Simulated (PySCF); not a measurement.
# CH5BFNO: the cost of one run

Programs: PySCF 2.14.0, with density-fitted response routines of our own. Each step states its level of theory. These are calculated values for one molecule in the gas phase, unless marked as measured. Atoms count from 0, in the outputs and in this text.

## Step 1: Starting geometry

10 atoms, charge 0, multiplicity 1; geometry from: GFN2-xTB. The atoms were then displaced at random by about 0.01 Å, so the start is not that level's minimum.

Bonds of the start (Å): N0–B1 1.37, B1–O2 1.36, O2–C3 1.40, C3–F4 1.39, N0–H5 1.03, N0–H6 1.01, B1–H7 1.15, C3–H8 1.11, C3–H9 1.08.

## Step 2: Geometry optimisation at PBE0-D3(BJ)/def2-SVP

Job settings and geometry (Å):

```
{"job": {"xc": "PBE0", "basis": "def2-SVP", "d3": "d3bj", "grid": 1, "shake": 0.01, "kind": "geom"}, "charge": 0, "multiplicity": 1}
N     -1.314210     0.382370    -0.411690
B     -0.950160    -0.522840     0.543040
O      0.340240    -0.728660     0.910340
C      1.451350    -0.010590     0.440250
F      1.496910    -0.055380    -0.944970
H     -2.293070     0.539620    -0.700820
H     -0.680000     0.944850    -0.968430
H     -1.710300    -1.171970     1.105260
H      1.361840     1.063310     0.725530
H      2.347850    -0.461640     0.825610
```

Command:

```console
$ OMP_NUM_THREADS=1 python probes_run.py task.json out
```

This one command runs all jobs of the session in turn.

**Question.** How long does this first job take on 1 thread of Arm Neoverse V2, shared host, and how much memory does it need?

About 18 s, with a peak of 0.39 GiB.
